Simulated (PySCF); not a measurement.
# F4Fe2H4N2 ([F2Fe(mu-NH2)2FeF2]): the cost of one run

Computed with PySCF 2.14.0 and routines of our own; the level stands in each step. Atoms count from 0.

## Step 1: The system as given

12 atoms, charge 0, high-spin multiplicity 11; geometry from: idealised, bond lengths from ionic radii.

The system (edge-sharing dimer): [F2Fe(mu-NH2)2FeF2]. The metals (Fe(III), Fe(III)) are 2.87 Å apart; the bridge angle is 100°; the spin sites are atom 0 (5 unpaired) and atom 1 (5 unpaired).

## Step 2: Magnetic exchange: B3LYP/def2-SVP H:def2-SV(P) in water

What the job is given:

```
{"job": {"kind": "bs", "xc": "B3LYP", "basis": {"default": "def2-SVP", "H": "def2-SV(P)"}, "grid": 1, "solvent": "water"}, "charge": 0, "high_spin_multiplicity": 11, "spin_sites": [[[0], 5], [[1], 5]]}
Fe    -1.433100    -0.000000    -0.000000
Fe     1.433100    -0.000000    -0.000000
N      0.000000     1.208900    -0.000000
H      0.000000     1.820900    -0.816000
H      0.000000     1.820900     0.816000
N      0.000000    -1.208900     0.000000
H      0.000000    -1.820900    -0.816000
H      0.000000    -1.820900     0.816000
F     -2.435700     0.000000     1.494900
F     -2.435700    -0.000000    -1.494900
F      2.435700    -0.000000    -1.494900
F      2.435700     0.000000     1.494900
```

Level: B3LYP/def2-SVP H:def2-SV(P) high-spin and broken-symmetry single points, IEF-PCM water.

Launch:

```console
$ OMP_NUM_THREADS=1 python exch_run.py task.json out
```

This one command runs all jobs of the session in turn.

**Question.** How long does this first job take on 1 thread of Arm Neoverse V2, shared host?

About 39 s.
